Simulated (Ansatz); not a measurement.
# CH9NOSi2: one species, many methods

The task here is to estimate one member of a computed series from the others.

Computed with Ansatz 0.2.0, Gaussian basis. Level: functionals in def2-TZVPP, the program's frozen cores in correlated methods.

The runs, in order: PBE-D4, r2SCAN-D4, PBE0-D4, B3LYP-D4, ωB97X-V, ωB97M-V, B2PLYP; CCSD(T)/def2-TZVPP; MP2/def2-QZVPP; extrapolation to the limit.

## The relaxed structure

An earlier PBE0-D4 in a triple-zeta def2 set relaxation fixed the geometry.

SMILES `C[SiH2]O[SiH2]N`, 14 atoms, charge 0, spin multiplicity 1.

Atoms are counted from 1 here; the program's logs count them from 0.

Bond lengths: C1–Si2 1.857 Å, C1–H6 1.093 Å, C1–H7 1.093 Å, C1–H8 1.092 Å, Si2–O3 1.638 Å, Si2–H9 1.490 Å, Si2–H10 1.492 Å, O3–Si4 1.639 Å, Si4–N5 1.705 Å, Si4–H11 1.481 Å, Si4–H12 1.484 Å, N5–H13 1.006 Å, N5–H14 1.006 Å. Angles: Si2–C1–H6 110.5°, Si2–C1–H7 110.8°, Si2–C1–H8 110.8°, H6–C1–H7 108.2°, H6–C1–H8 108.2°, H7–C1–H8 108.3°, C1–Si2–O3 109.2°, C1–Si2–H9 110.3°, C1–Si2–H10 110.4°, O3–Si2–H9 109.4°, O3–Si2–H10 109.6°, H9–Si2–H10 107.9°, Si2–O3–Si4 142.6°, O3–Si4–N5 116.0°, O3–Si4–H11 105.5°, O3–Si4–H12 108.2°, N5–Si4–H11 108.3°, N5–Si4–H12 106.4° and more.

Set-up of the first run:

in.yaml

```yaml
crystal:
  periodic: [false, false, false]
  atoms:
    - {symbol: C, position_ang: [-2.204477, 1.142327, 1.078192]}
    - {symbol: Si, position_ang: [-0.667806, 0.984099, 0.047209]}
    - {symbol: O, position_ang: [-0.014314, -0.500120, 0.277074]}
    - {symbol: Si, position_ang: [1.037896, -1.574845, -0.375084]}
    - {symbol: N, position_ang: [2.517593, -0.932145, -0.926982]}
    - {symbol: H, position_ang: [-2.651002, 2.132048, 0.949557]}
    - {symbol: H, position_ang: [-1.975647, 1.006633, 2.137821]}
    - {symbol: H, position_ang: [-2.945303, 0.393220, 0.789389]}
    - {symbol: H, position_ang: [0.323878, 2.026154, 0.433961]}
    - {symbol: H, position_ang: [-0.988628, 1.171159, -1.397451]}
    - {symbol: H, position_ang: [1.326650, -2.549667, 0.701351]}
    - {symbol: H, position_ang: [0.388558, -2.202538, -1.552793]}
    - {symbol: H, position_ang: [2.605923, -0.512629, -1.837107]}
    - {symbol: H, position_ang: [3.233779, -0.612794, -0.296437]}
basis:
  gaussian: {orbitals: def2-TZVPP}
hamiltonian: {xc: pbe, dispersion: d4}
output: {forces: true, orbitals: {seedname: orbitals}}
```

Run with:

```console
> ansatz run in.yaml --threads 4 --pin off --events-out ev --progress --plain --max-ram 10444MiB
```

Steps of the session up to this table: PBE-D4 (GGA); r2SCAN-D4 (meta-GGA); PBE0-D4 (hybrid); B3LYP-D4 (hybrid); ωB97X-V (range-separated); ωB97M-V (range-separated); B2PLYP (double hybrid); CCSD(T) in def2-TZVPP; MP2 in def2-QZVPP.

One table of the session follows, with a row left open; its other results are not shown here.

| method | atomisation energy (kcal/mol) |
| --- | --- |
| PBE-D4 | 1203.7 |
| r2SCAN-D4 | 1200.2 |
| PBE0-D4 | 1191.2 |
| B3LYP-D4 | 1203.7 |
| ωB97X-V | 1209.0 |
| ωB97M-V | ? |
| B2PLYP | 1190.5 |
| HF/def2-TZVPP | 892.7 |
| MP2/def2-TZVPP | 1182.3 |
| CCSD/def2-TZVPP | 1160.0 |
| CCSD(T)/def2-TZVPP | 1172.9 |
| MP2/CBS | 1215.9 |
| CCSD(T)/CBS | 1206.5 |

Estimate the missing values for ωB97M-V.

The run gave: atomisation energy (kcal/mol): 1207.2. In the column «atomisation energy (kcal/mol)» it lies between CCSD(T)/CBS (1206.5) and ωB97X-V (1209.0).

To keep in mind: Free atoms (1 C, 2 Si, 1 O, 1 N, 9 H) were run apart at each level; the atomisation energy is their sum less the molecule, without zero-point or spin-orbit terms.
